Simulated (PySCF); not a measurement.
# C3H13B2NSi: the cost of one run

Programs: PySCF 2.14.0, with routines of our own; each step states its level. All values are computed. Atoms count from 0.

### 1 The starting structure

20 atoms, charge 0, multiplicity 1; geometry from: GFN2-xTB.

### 2 Magnetic properties: GIAO KT3/pcSseg-1

What the job is given:

```
{"job": {"kind": "mag", "xc": "KT3", "basis": "pcSseg-1", "isotopologues": 2}, "charge": 0, "multiplicity": 1}
C     -2.674072     0.798058     0.103846
C     -2.524929    -0.577879    -0.544438
B     -1.184220    -1.372205    -0.269624
C     -0.003461    -0.784960     0.531212
Si     1.157104     0.129234    -0.717108
B      2.688381     0.913758     0.230625
N      3.971475     0.505401    -0.072664
H     -1.872711     1.459392    -0.217691
H     -2.636646     0.717055     1.188393
H     -3.624517     1.257409    -0.166223
H     -3.375629    -1.199124    -0.243743
H     -2.633294    -0.464674    -1.628737
H     -1.082982    -2.440905    -0.750748
H      0.614597    -1.539208     1.018823
H     -0.280188    -0.049123     1.284351
H      0.335699     1.100938    -1.474344
H      1.533540    -0.858835    -1.759077
H      2.596760     1.740207     1.064394
H      4.802681     0.866233     0.369364
H      4.187265    -0.190094    -0.769043
```

With the program's defaults for keys left out, this is: GIAO KT3/pcSseg-1 magnetisability, rotational g tensor and spin-rotation constants, non-relativistic, gas phase.

Launch:

```sh
> OMP_NUM_THREADS=1 python excited_run.py task.json out
```

One launch serves the whole session: the jobs run in the order shown.

Q: Estimate the wall time and peak memory of this first job on 1 thread of Arm Neoverse N1, shared host.

About 74 s, with a peak of 0.7 GiB.
